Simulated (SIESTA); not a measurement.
Crystal: Mg3Te.

```
Te Mg
1.0
    -2.13936    2.13936    5.28249
     2.13936   -2.13936    5.28249
     2.13936    2.13936   -5.28249
Te Mg
1 3
Cartesian
  0.0000 0.0000 0.0000
  2.1394 0.0000 2.6412
  0.0000 2.1394 2.6412
  0.0000 0.0000 5.2825
```

The cell comes from a database or a generator and needn't be the stable form of this composition.

| Item | Value |
| --- | --- |
| Program | SIESTA 5.4.2 |
| Task | single point |
| Functional | PBE |
| Potentials or basis | PseudoDojo 0.4 standard (PBE files) |
| Basis | DZP (energy shift 0.003 Ry; two zetas on semicore shells) |
| Grid cutoff | 800 Ry |
| Energy shift | 0.003 Ry |
| k mesh | 9 × 9 × 9 |
| Occupations | fermi-dirac, width 0.05 eV |
| Spin | no spin polarisation |

On this cell: pressure 1.4 GPa; largest force under 0.003 eV/Å; band gap on the k mesh none (metal or under the smearing width).

The same run follows on a disturbed copy (atoms moved at random, drawn with an rms of 0.05 Å):

```
Te Mg
1.0
    -2.13936    2.13936    5.28249
     2.13936   -2.13936    5.28249
     2.13936    2.13936   -5.28249
Te Mg
1 3
Direct
  0.00413 0.99907 0.00223
  0.24899 0.75892 0.50304
  0.75360 0.24635 0.49841
  0.49116 0.51464 0.00388
```

What does the disturbed cell give?

The energy (extrapolated to zero smearing) moves by +3.9 meV/atom; pressure 1.5 GPa; largest force 0.272 eV/Å; band gap on the k mesh none (metal or under the smearing width).

Forces in eV/Å, atoms in the order of the input:
```
Te   0.167 -0.150  0.022
Mg  -0.118  0.068 -0.037
Mg   0.154 -0.088 -0.012
Mg  -0.209  0.174  0.015
```

Stress tensor (GPa, compression positive):
```
 1.73 -0.13 -0.13
-0.13  1.67 -0.08
-0.13 -0.08  1.14
```

Caveats: the basis of atomic orbitals isn't converged, which shifts pressures, moduli and gaps.
